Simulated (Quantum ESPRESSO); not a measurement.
Here is a Quantum ESPRESSO 7.5 calculation.

File pw.in:

```
&CONTROL
  calculation = 'scf'
  prefix = 'pwscf'
  outdir = './tmp'
  pseudo_dir = './pseudo'
  tprnfor = .true.
  tstress = .true.
  disk_io = 'low'
/
&SYSTEM
  ibrav = 0
  nat = 3
  ntyp = 2
  ecutwfc = 55
  ecutrho = 440
  nbnd = 15
  occupations = 'smearing'
  smearing = 'fd'
  degauss = 0.00367493
/
&ELECTRONS
  conv_thr = 6d-10
  electron_maxstep = 120
  mixing_beta = 0.5
/
ATOMIC_SPECIES
As    74.9216 As.pbe-n-rrkjus_psl.0.2.UPF
S     32.0600 s_pbe_v1.4.uspp.F.UPF
CELL_PARAMETERS angstrom
   3.6494184500    0.0000000000    0.0000000000
  -1.8247092300    3.1604890900    0.0000000000
   0.0000000000    0.0000000000    5.9135843700
ATOMIC_POSITIONS crystal
As     0.0000000000    0.0000000000    0.0000000000
S      0.3333333300    0.6666666700    0.2500000000
S      0.6666666700    0.3333333300    0.7500000000
K_POINTS automatic
8 8 5 0 0 0
```

File pp_density.in:

```
&INPUTPP
  prefix = 'pwscf'
  outdir = './tmp'
  filplot = 'density.dat'
  plot_num = 0
/
&PLOT
  nfile = 1
  filepp(1) = 'density.dat'
  iflag = 3
  output_format = 6
  fileout = 'density.cube'
/
```

The input pp_potential.in:

```
&INPUTPP
  prefix = 'pwscf'
  outdir = './tmp'
  filplot = 'potential.dat'
  plot_num = 11
/
&PLOT
  nfile = 1
  filepp(1) = 'potential.dat'
  iflag = 3
  output_format = 6
  fileout = 'potential.cube'
/
```

Potentials or basis: SSSP 1.3 efficiency PBE.

Run with:

```sh
$ OMP_NUM_THREADS=1 pw.x -in pw.in > pw.out
$ OMP_NUM_THREADS=1 pp.x -in pp_density.in > pp_density.out
$ OMP_NUM_THREADS=1 pp.x -in pp_potential.in > pp_potential.out
```

Question: Estimate the pressure.

Answer: -5.6 GPa.

Question: Predict the largest force.

Answer: 0.534 eV/Å.

Question: Estimate the band gap on the k mesh.

Answer: None (metal or under the smearing width).

Stress tensor (GPa, compression positive):
```
-6.86  0.00  0.00
 0.00 -6.86  0.00
 0.00  0.00 -3.08
```

Caveat: this functional lacks dispersion, which binds the layers, so the pressure and a relaxed spacing across them are unreliable.
